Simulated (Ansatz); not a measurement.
# Hf: a tetragonal deformation path

This session takes Hf and sets out to look for other minima along a tetragonal path.

Method: DFT PBEsol, scalar-relativistic, plane waves, PAW, in Ansatz 0.2.0.

## (1) The structure to begin with

The structure is cubic, space group Im-3m (No. 229). The conventional cell has a = 3.610 Å, b = 3.610 Å, c = 3.610 Å, α = 90.00°, β = 90.00°, γ = 90.00°. Around Hf (site symmetry m-3m) lie 8 Hf at 3.13 Å.

Structure file:

```
Hf
1.0
    -1.80500    1.80500    1.80500
     1.80500   -1.80500    1.80500
     1.80500    1.80500   -1.80500
Hf
1
Direct
  0.00000 0.00000 0.00000
```

The cell is taken as given, not relaxed at this level.

## (2) Zero of energy

The reference gives a free energy of -15597.8013 eV, pressure -8.99 GPa, largest force 0.000 eV/Å and gap on the mesh none (metal). It was computed beforehand with the settings of the runs below.

## (3) Setting up a tetragonal deformation path

At fixed volume and fractional coordinates, lengths along (0.000, 0.000, 1.000) are scaled against those across it; ρ is that ratio over its starting value.

## (4) Point ρ = 0.707

The input, input.yaml:

```yaml
crystal:
  lattice:
    - [-2.0261459927, 2.0261459927, 1.4324852168]
    - [2.0261459927, -2.0261459927, 1.4324852168]
    - [2.0261459927, 2.0261459927, -1.4324852168]
  atoms:
    - { symbol: Hf, position: [0.0, 0.0, 0.0] }
basis:
  ecutwfc: 420
kpoints:
  mp_grid: { grid: [20, 20, 20] }
hamiltonian:
  xc: pbesol
scf:
  occupations: { method: gaussian, width: 0.15 }
output:
  forces: true
  stress: true
  eigenvalues: true
  write_density: true
  write_potential: true
  elf: true
  volumetric_format: npy
```

Command:

```bash
$ ansatz run input.yaml --threads 1 --pin off --max-ram 2560MiB --backend cpu --events-out ev --progress --plain --runs-dir out
```

Further runs follow: At ρ = 1.414; point ρ = 0.850; ρ = 1.200; ρ = 0.780; ρ = 1.300; ρ = 0.920; At ρ = 1.100; point ρ = 0.650; At ρ = 1.500; point ρ = 0.960; At ρ = 1.050.

Before running it: what results should come out? Wanted: highest point.

**Answer**, as computed:

| quantity | value |
| --- | --- |
| highest point | 257.7 meV/atom at ρ = 0.650 |

What this shows: The undisturbed cell is not the lowest point: the energy is 110.9 meV/atom lower at ρ = 1.414; the cell was taken as given and not relaxed at this level. Further dips among the sampled points: ρ = 0.850 (-37.5 meV/atom); whether they survive relaxation was not tested. At ρ = 1.414 the cell takes another symmetry, Fm-3m, -110.9 meV/atom from the start at this fixed volume. Spin-orbit coupling is left out for Hf.
